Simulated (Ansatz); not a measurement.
**BGeH₃ (triplet): B2PLYP, RPA-PBE over vertical spin and charge gaps, cc-pVTZ**

How well do these functionals follow the top wave-function level for BGeH₃ (triplet) over vertical spin and charge gaps?

Method: cc-pVTZ, all electrons in the functionals, frozen cores in the correlation of double hybrids and RPA; program: Ansatz 0.2.0, Gaussian basis.

The runs, in order: B2PLYP, RPA-PBE, at charge 0, triplet; charge 0, singlet; charge 0, quintet; charge 1, doublet; charge 1, quartet.

**1. The geometry**

The geometry is a PBE0/def2-TZVP stationary point (not a proven minimum). No spin-orbit coupling is included. The filled d shell of Ge may be among the frozen orbitals whatever the setting's name suggests; the logs give the count.

5 atoms, charge 0, spin multiplicity 3.

Atoms are counted from 1 here; the program's logs count them from 0.

Bond lengths: Ge1–B2 2.042 Å, Ge1–H3 1.540 Å, Ge1–H4 1.541 Å, Ge1–H5 1.540 Å. Angles: B2–Ge1–H3 113.2°, B2–Ge1–H4 102.7°, B2–Ge1–H5 113.2°, H3–Ge1–H4 109.4°, H3–Ge1–H5 108.8°, H4–Ge1–H5 109.4°.

No dispersion term is added.

The geometry shown and the zero of energy belong to the point charge 0, triplet. The yardstick, UCCSDT(Q), and other wave-function levels (R restricted, U unrestricted, valence and pair active spaces) come from earlier runs.

**2. B2PLYP, charge 0, triplet**

in.yaml

```yaml
crystal:
  periodic: [false, false, false]
  atoms:
    - {symbol: Ge, position_ang: [-0.001461, 0.000000, 0.237148]}
    - {symbol: B, position_ang: [0.029551, 0.000003, -1.804248]}
    - {symbol: H, position_ang: [0.648910, 1.252233, 0.854533]}
    - {symbol: H, position_ang: [-1.509666, -0.000094, 0.552300]}
    - {symbol: H, position_ang: [0.649065, -1.252153, 0.854532]}
basis:
  gaussian: {orbitals: cc-pVTZ}
magnetization: {spin_polarized: true, initial_magnetization: 2}
hamiltonian: {xc: {name: B2PLYP}}
correlation: {electrons: outside_noble_gas}
```

Started as:

```bash
$ ansatz run in.yaml --threads 2 --pin off --events-out ev --progress --plain --max-ram 24576MiB --backend cuda --devices 0, --max-vram 18GiB
```

The runs that follow: B2PLYP, charge 0, singlet; B2PLYP, charge 0, quintet; B2PLYP, charge 1, doublet; B2PLYP, charge 1, quartet; RPA-PBE, charge 0, triplet; RPA-PBE, charge 0, singlet; RPA-PBE, charge 0, quintet; RPA-PBE, charge 1, doublet; RPA-PBE, charge 1, quartet.

Q: Predict the results of all the runs planned. Wanted: triplet to singlet, UCCSDT(Q); triplet to quintet, UCCSDT(Q); ionisation to the doublet cation, UCCSDT(Q); ionisation to the quartet cation, UCCSDT(Q); largest miss, B2PLYP; largest miss, RPA-PBE.

**Answer**, as computed:

| quantity | value |
| --- | --- |
| triplet to singlet, UCCSDT(Q) | -57.0 kJ/mol |
| triplet to quintet, UCCSDT(Q) | 434.8 kJ/mol |
| ionisation to the doublet cation, UCCSDT(Q) | 751.1 kJ/mol |
| ionisation to the quartet cation, UCCSDT(Q) | 1175.2 kJ/mol |
| largest miss, B2PLYP | +25.2 kJ/mol (triplet to quintet) |
| largest miss, RPA-PBE | +24.1 kJ/mol (ionisation to the doublet cation) |

Of the functionals, RPA-PBE keep the smallest largest miss at the points compared (at most 24.1 kJ/mol) and B2PLYP strays most (25.2 kJ/mol, at triplet to quintet). B2PLYP, RPA-PBE clearly break the spin symmetry at some points (⟨S²⟩ up to 0.48 above the pure value), so energy there is bought with a mixed spin. Functionals and the yardstick converge differently with the basis, so part of each miss in cc-pVTZ is the basis.
